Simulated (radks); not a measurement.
**Fe³⁺ in [Ne] 3p6 3d5 4f2: an all-electron calculation**

One table from this session's results is given with a row withheld; the runs are named, their logs left out.

The numbers are computed with radks (a radial shooting solver on a logarithmic mesh, Libxc functionals) version 1 (Dirac Kohn-Sham, PBE, spin-unpolarised, spherical densities, point nucleus; open shells fill j = l - 1/2 first), except any that are marked as measured or tabulated.

## What is computed

| Quantity | Value |
| --- | --- |
| element | iron (Z = 26) |
| charge | +3 |
| electrons | 23 |
| configuration | [Ne] 3p6 3d5 4f2 |

Set-up of the first run:

Input:

```text
Z 26
configuration [Ne] 3p6 3d5 4f2 3s0 4p0
relativity Dirac
functional pbe,pbe
spin unpolarised
j_filling energy
nucleus point
c 137.035999084
```

One table of the session follows, with a row left open; its other results are not shown here.

It belongs to the step «Radial structure». From the orbitals of this run (lengths in bohr):

```
level      <r>  outermost maximum (interpolated)  90 % within  nodes
1s1/2  0.05844                            0.0383        0.104      0
2s1/2   0.2665                             0.222        0.413      1
2p1/2   0.2331                             0.178        0.382      0
2p3/2   0.2361                             0.180        0.387      0
3s1/2   0.7830                             0.691         1.16      2
3p1/2   0.8054                             0.693         1.22      1
3p3/2   0.8129                             0.700         1.23      1
3d3/2   0.8635                             0.656         1.40      0
3d5/2   0.8658                             0.658         1.40      0
4p1/2    2.230                              2.00         3.26      2
4p3/2        ?                                 ?            ?      ?
4f5/2    3.707                              3.30         5.47      0
4f7/2    3.707                              3.30         5.47      0
```

**Question.** Estimate the row for 4p3/2.

**Answer.** <r>: 2.246; outermost maximum (interpolated): 2.01; 90 % within: 3.28; nodes: 2. In the column «<r>» it lies between 4p1/2 (2.230) and 4f5/2 (3.707).
